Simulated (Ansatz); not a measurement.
# CH5FOSeSi: one species, many methods

An exercise on one series of results from a longer session: the logs are not shown, and one member is left open.

Computed with Ansatz 0.2.0, Gaussian basis. Level: functionals in def2-TZVPP, the program's frozen cores in correlated methods.

The runs, in order: LDA (SPW92), PBE-D4, revPBE-D4, BLYP-D4, r2SCAN-D4, B97M-V, PBE0-D4, B3LYP-D4, r2SCANh-D4, r2SCAN0-D4, HSE06-D4, BHLYP-D4, CAM-B3LYP-D4, LC-ωPBE, ωB97X-V, ωB97M-V, B2PLYP, PBE-QIDH; CCSD(T)/def2-SVP; CCSD(T)/def2-TZVPP; MP2/def2-QZVPP; extrapolation to the limit; RPA on PBE.

### The relaxed structure

The geometry comes from an earlier relaxation with PBE0-D4 in a triple-zeta def2 set; it is a stationary point, not always the lowest conformer.

SMILES `F[SiH2]OC[SeH]`, 10 atoms, charge 0, spin multiplicity 1.

Atoms are counted from 1 here; the program's logs count them from 0.

Bond lengths: F1–Si2 1.596 Å, Si2–O3 1.635 Å, Si2–H6 1.476 Å, Si2–H7 1.476 Å, O3–C4 1.392 Å, C4–Se5 1.963 Å, C4–H8 1.088 Å, C4–H9 1.093 Å, Se5–H10 1.469 Å. Angles: F1–Si2–O3 109.6°, F1–Si2–H6 107.4°, F1–Si2–H7 108.9°, O3–Si2–H6 113.1°, O3–Si2–H7 104.9°, H6–Si2–H7 112.9°, Si2–O3–C4 128.1°, O3–C4–Se5 115.7°, O3–C4–H8 108.4°, O3–C4–H9 111.3°, Se5–C4–H8 108.0°, Se5–C4–H9 103.9°, H8–C4–H9 109.4°, C4–Se5–H10 94.6°.

Geometry (Å):

```mol
CH5FOSeSi
  3D, bonds by distance, orders not assigned

 10  9  0  0  0  0  0  0  0  0999 V2000
   -2.0236    0.8755   -0.7161 F   0  0
   -0.5571    0.6231   -1.2940 Si  0  0
    0.1036   -0.6829   -0.5647 O   0  0
    0.1595   -0.9693    0.7968 C   0  0
    0.7066    0.5165    1.9566 Se  0  0
    0.2193    1.8602   -1.0803 H   0  0
   -0.6624    0.2500   -2.7177 H   0  0
    0.8588   -1.7893    0.9469 H   0  0
   -0.8223   -1.2556    1.1821 H   0  0
    2.1007    0.5206    1.4934 H   0  0
  1  2  8  0
  2  3  8  0
  3  4  8  0
  4  5  8  0
  2  6  8  0
  2  7  8  0
  4  8  8  0
  4  9  8  0
  5 10  8  0
M  END
```

The first run:

in.yaml

```yaml
crystal:
  periodic: [false, false, false]
  atoms:
    - {symbol: F, position_ang: [-2.023648, 0.875548, -0.716110]}
    - {symbol: Si, position_ang: [-0.557108, 0.623068, -1.294042]}
    - {symbol: O, position_ang: [0.103553, -0.682917, -0.564725]}
    - {symbol: C, position_ang: [0.159459, -0.969305, 0.796766]}
    - {symbol: Se, position_ang: [0.706625, 0.516469, 1.956553]}
    - {symbol: H, position_ang: [0.219347, 1.860167, -1.080326]}
    - {symbol: H, position_ang: [-0.662355, 0.250025, -2.717748]}
    - {symbol: H, position_ang: [0.858811, -1.789306, 0.946875]}
    - {symbol: H, position_ang: [-0.822291, -1.255551, 1.182112]}
    - {symbol: H, position_ang: [2.100705, 0.520602, 1.493446]}
basis:
  gaussian: {orbitals: def2-TZVPP}
hamiltonian: {xc: lda}
output: {orbitals: {seedname: orbitals}}
```

Steps of the session up to this table: LDA; PBE-D4 (GGA); revPBE-D4 (GGA); BLYP-D4 (GGA); r2SCAN-D4 (meta-GGA); B97M-V (meta-GGA); PBE0-D4 (hybrid); B3LYP-D4 (hybrid); r2SCANh-D4 (hybrid); r2SCAN0-D4 (hybrid); HSE06-D4 (hybrid); BHLYP-D4 (hybrid); CAM-B3LYP-D4 (range-separated); LC-ωPBE (range-separated); ωB97X-V (range-separated); ωB97M-V (range-separated); B2PLYP (double hybrid); PBE-QIDH (double hybrid).

One table of the session follows, with a row left open; its other results are not shown here.

It belongs to the step «Orbital energies across the functionals». 

| functional | HOMO (eV) | gap (eV) |
| --- | --- | --- |
| LDA (SPW92) | -6.07 | 4.79 |
| PBE-D4 | -5.90 | 4.80 |
| revPBE-D4 | -5.84 | 4.82 |
| BLYP-D4 | -5.73 | 4.71 |
| r2SCAN-D4 | -6.17 | 5.35 |
| B97M-V | -6.26 | 5.36 |
| PBE0-D4 | -7.07 | 6.87 |
| B3LYP-D4 | -6.84 | 6.36 |
| r2SCANh-D4 | -6.60 | 6.11 |
| r2SCAN0-D4 | ? | ? |
| HSE06-D4 | -6.67 | 6.10 |
| BHLYP-D4 | -8.10 | 8.76 |
| CAM-B3LYP-D4 | -8.39 | 9.18 |
| LC-ωPBE | -9.78 | 11.82 |
| ωB97X-V | -9.41 | 11.28 |
| ωB97M-V | -9.28 | 10.90 |

Estimate the missing values for r2SCAN0-D4.

Worked estimate for «HOMO (eV)». Against the share of exact exchange, r2SCAN-D4 (0, -6.17), r2SCANh-D4 (0.1, -6.60) give a slope of -4.30 per unit share; at 0.25 the line stands at -7.24.

The run gave: HOMO (eV): -7.25; gap (eV): 7.23. In «HOMO (eV)» the line misses by +0.01.
